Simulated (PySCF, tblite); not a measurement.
# C7H14F2Si: geometry, infrared bands and NMR shifts

Aim: predict the infrared bands and NMR shifts of C7H14F2Si (`CC(C)(F)[Si@H](F)C1CCC1`).

The runs use tblite 0.8.0 and PySCF 2.14.0, with density-fitted response routines of our own; the level of theory stands in each step. All values are computed, except where a source is named. Atoms count from 0, in the outputs and in this text.

### 1 The starting structure

24 atoms, charge 0, multiplicity 1; geometry from: force field or distance geometry start.

Bonds of the start (Å): C0–C1 1.53, C1–C2 1.52, C1–F3 1.38, C1–Si4 1.91, Si4–F5 1.60, Si4–C6 1.91, C6–C7 1.55, C7–C8 1.54, C8–C9 1.55, C9–C6 1.54, C0–H10 1.09, C0–H11 1.10, C0–H12 1.11, C2–H13 1.10, C2–H14 1.11, C2–H15 1.10, Si4–H16 1.49, C6–H17 1.10, C7–H18 1.10, C7–H19 1.10, C8–H20 1.08, C8–H21 1.10, C9–H22 1.10, C9–H23 1.10.

### 2 Relaxing the molecule with GFN2-xTB

Job settings and geometry (Å):

```
{"job": {"kind": "relax", "xc": "GFN2-xTB", "basis": "xTB"}, "charge": 0, "multiplicity": 1}
C     -2.145100     1.025400     0.843900
C     -1.725600     0.345400    -0.463200
C     -2.946500    -0.161100    -1.207200
F     -1.146000     1.317700    -1.246500
Si    -0.409800    -1.007000    -0.196000
F     -1.006200    -2.100600     0.810200
C      1.145900    -0.221000     0.581500
C      2.417100    -1.110300     0.622800
C      3.229500     0.166600     0.350800
C      1.949100     0.741900    -0.309000
H     -1.303700     1.493500     1.348400
H     -2.629100     0.324100     1.543900
H     -2.869900     1.836300     0.643800
H     -2.675900    -0.567900    -2.192100
H     -3.650600     0.678600    -1.403400
H     -3.496200    -0.931000    -0.640500
H     -0.077800    -1.678200    -1.484000
H      0.907600     0.201600     1.566300
H      2.497400    -1.851200    -0.181200
H      2.625700    -1.606100     1.578400
H      4.089800     0.062600    -0.299200
H      3.525400     0.703400     1.261200
H      1.784200     1.816700    -0.129000
H      1.898900     0.540200    -1.392500
```

Launch:

```
$ OMP_NUM_THREADS=1 python probes_run.py task.json out
```

This one command runs all jobs of the session in turn.

**Question.** This job is followed by: GFN2-xTB harmonic vibrations, gas phase; GIAO PBE0/pcSseg-1 NMR shielding, non-relativistic, gas phase. What will the session give for the following? strongest single infrared mode (GFN2-xTB); zero-point energy (GFN2-xTB); 13C shifts against TMS (PBE0/pcSseg-1); 1H shifts against TMS (PBE0/pcSseg-1, means over atoms taken as alike); 19F shifts against CFCl3 (PBE0/pcSseg-1); 29Si shifts against TMS (PBE0/pcSseg-1); surface potential, 1st and 99th percentile.

The runs gave:

| quantity | value |
| --- | --- |
| strongest single infrared mode (GFN2-xTB) | 2332 cm⁻¹, 239 km/mol |
| zero-point energy (GFN2-xTB) | 122.8 kcal/mol |
| 13C shifts against TMS (PBE0/pcSseg-1) | 93.5, 27.3, 27.0, 22.8, 21.2, 19.8, 18.7 ppm |
| 1H shifts against TMS (PBE0/pcSseg-1, means over atoms taken as alike) | 5.11, 2.62, 2.42, 2.22, 2.08, 2.07, 2.04, 2.00, 1.55, 1.36 ppm |
| 19F shifts against CFCl3 (PBE0/pcSseg-1) | -208.0, -212.8 ppm |
| 29Si shifts against TMS (PBE0/pcSseg-1) | 15.0 ppm |
| surface potential, 1st and 99th percentile | -1.07 V and 0.80 V |

What this shows: The optimisation took 168 steps and gained 0.260 eV; among the close pairs (by a distance rule), C1–F3 changed most, from 1.377 to 1.411 Å. No mode is imaginary among the 66: a minimum at this level. The strongest single mode, at 2332 cm⁻¹, moves mainly H16. GFN2-xTB is a fitted tight-binding method: band positions and strengths are rough. Its intensities can rank the bands wrongly. C1 (fully substituted sp3 carbon bonded to F and Si) lies farthest downfield among carbon, at 93.5 ppm; pulled downfield by the heteroatom. At PBE0/pcSseg-1: The largest span, 104 ppm, is at C1, where the paramagnetic term is -156 ppm.
